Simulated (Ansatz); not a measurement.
Task: a rigid scan of one bond angle of AlH₅N₂Se, SMILES [NH2][Al]([NH2])[SeH], with the Python package of Ansatz (0.2.0). Give the script and its output. Settings (for the species named): r2SCAN, def2-SVP basis, multiplicity 1, D3BJ dispersion.

```xyz
9

N    -0.4875    1.3667   -1.2208
Al   -0.2624   -0.0827   -0.0724
N     1.4018   -0.9618   -0.0532
Se   -1.9613   -0.8294    1.3497
H    -0.3286    1.0743   -2.2196
H     0.1912    2.1369   -0.9925
H     1.8017   -0.9237    0.9512
H     1.2931   -1.9506   -0.2688
H    -1.5595    0.1241    2.5093
```

Script `alh5n2se_bend.py`:
```python
"""Bending curve of AlH5N2Se."""

import ansatz
from ase import Atoms

BASIS = "def2-SVP"
FUNCTIONAL = "r2scan"
DISPERSION = "d3bj"
FORCE_TOL = 0.02

atoms = Atoms(["N", "Al", "N", "Se", "H", "H", "H", "H", "H"], positions=[
    [-0.4875, 1.3667, -1.2208],
    [-0.2624, -0.0827, -0.0724],
    [1.4018, -0.9618, -0.0532],
    [-1.9613, -0.8294, 1.3497],
    [-0.3286, 1.0743, -2.2196],
    [0.1912, 2.1369, -0.9925],
    [1.8017, -0.9237, 0.9512],
    [1.2931, -1.9506, -0.2688],
    [-1.5595, 0.1241, 2.5093],
])

# relax first, so that the scan starts from a minimum
first = (
    ansatz.Crystal.molecule_from_ase(atoms).calculation()
    .basis(gaussian=BASIS)
    .functional(FUNCTIONAL, dispersion=DISPERSION)
    .relax(force_tolerance=FORCE_TOL, max_steps=80)
)
atoms.positions = first.run().report["positions_ang"]

rows = []
for angle in [85, 95, 105, 115, 125, 140, 160]:
    bent = atoms.copy()
    bent.set_angle(1, 3, 8, angle, indices=[8])
    setup = (
        ansatz.Crystal.molecule_from_ase(bent).calculation()
        .basis(gaussian=BASIS)
        .functional(FUNCTIONAL, dispersion=DISPERSION)
    )
    rows.append((angle, setup.run().report["free_energy_ev"]))
floor = min(e for _, e in rows)
for angle, e in rows:
    print(f"angle Al1-Se3-H8 = {angle:3d} deg   {1000 * (e - floor):9.1f} meV")
```

Output of `python alh5n2se_bend.py`:
```text
DeckWarning: the engine holds no damping parameters fitted to this dispersion correction and functional, so the run takes those fitted to r2scan beside the three-body term, which d3bj leaves out (hamiltonian.dispersion, under Limitations)
angle Al1-Se3-H8 =  85 deg        11.5 meV
angle Al1-Se3-H8 =  95 deg         0.0 meV
angle Al1-Se3-H8 = 105 deg        64.5 meV
angle Al1-Se3-H8 = 115 deg       201.3 meV
angle Al1-Se3-H8 = 125 deg       401.0 meV
angle Al1-Se3-H8 = 140 deg       782.4 meV
angle Al1-Se3-H8 = 160 deg      1298.0 meV
```
(Warnings from the package without file and line.)

What to keep in mind:
- The scan is rigid, and the energies are electronic, in a modest basis. The zero is the lowest point of the grid, which needn't be the minimum.
- A dispersion term here runs with damping parameters fitted for another variant or functional.
- Run time: 2.1 min on 1 thread of Arm Neoverse V2 (shared host), peak memory 0.24 GiB.

(Lines on the test bed's own set-up are left out of the output.)
